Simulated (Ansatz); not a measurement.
# NaTa3O3: the cost of one run

Program: Ansatz 0.2.0. Level of theory: DFT PBE, scalar-relativistic, plane waves, PAW, unless a step names another level. These are calculated values, not measurements.

2 further runs of the same task are left out: 2 set aside as unsound or not needed.

## Step 1: The starting structure

Symmetry: P3m1, No. 156, trigonal system. Conventional cell: a = 2.926 Å, b = 2.926 Å, c = 11.848 Å, α = 90.00°, β = 90.00°, γ = 120.00°. Na (site symmetry 3m) is surrounded by 6 O at 2.33 to 2.44 Å. Ta (site symmetry 3m) has 3 O at 2.56 Å and 9 Ta at 2.93 to 3.03 Å as nearest neighbours. Around Ta (site symmetry 3m) lie 6 O at 2.15 to 2.16 Å. Around Ta (site symmetry 3m) lie 3 O at 2.18 Å. O (site symmetry 3m) has 6 Ta at 2.16 to 2.56 Å as nearest neighbours. O (site symmetry 3m) is surrounded by 3 Ta at 2.15 Å and 3 Na at 2.44 Å. O (site symmetry 3m) has 3 Ta at 2.18 Å and 3 Na at 2.33 Å as nearest neighbours.

As a file:

```
CELL_PARAMETERS angstrom
2.92633 0.00000 0.00000
-1.46317 2.53428 0.00000
0.00000 0.00000 11.84788
ATOMIC_POSITIONS crystal
Na 0.00000 0.00000 0.99501
Ta 0.66667 0.33333 0.45922
Ta 0.00000 0.00000 0.73486
Ta 0.00000 0.00000 0.24676
O 0.33333 0.66667 0.62104
O 0.33333 0.66667 0.84659
O 0.66667 0.33333 0.13052
```

It came out lowest among 25 distinct ends of the trial cells. At a tolerance of 0.05 Å it has space group P3m1 (No. 156).

## Step 2: A stricter relaxation, on the response runs' mesh and smearing

Input file input.yaml:

```yaml
crystal:
  lattice:
    - [2.9263332208, 0.0, 0.0]
    - [-1.4631666104, 2.5342789091, 0.0]
    - [0.0, 0.0, 11.8478836416]
  atoms:
    - { symbol: Na, position: [0.0, 0.0, 0.9950059067] }
    - { symbol: Ta, position: [0.6666666667, 0.3333333333, 0.4592238145] }
    - { symbol: Ta, position: [0.0, 0.0, 0.734860156] }
    - { symbol: Ta, position: [0.0, 0.0, 0.2467596722] }
    - { symbol: O, position: [0.3333333333, 0.6666666667, 0.6210355128] }
    - { symbol: O, position: [0.3333333333, 0.6666666667, 0.8465928644] }
    - { symbol: O, position: [0.6666666667, 0.3333333333, 0.1305220734] }
basis:
  ecutwfc: 420
kpoints:
  mp_grid: { grid: [12, 12, 4] }
hamiltonian:
  xc: pbe
scf:
  occupations: { method: gaussian, width: 0.1 }
output:
  forces: true
  stress: true
  eigenvalues: true
relax:
  adjacent_minimum: "off"
  f_tol: 0.001
  max_steps: 60
  cell: { stress_tol: 0.01 }
```

On the command line:

```sh
$ ansatz run input.yaml --threads 3 --pin off --max-ram 7680MiB --backend cpu --events-out ev --progress --plain --runs-dir out
```

**Question.** How long does this run take on 3 threads of Intel Xeon 6975P-C (Granite Rapids), shared host, and how much memory does it need?

About 26 s, with a peak of 0.53 GiB.
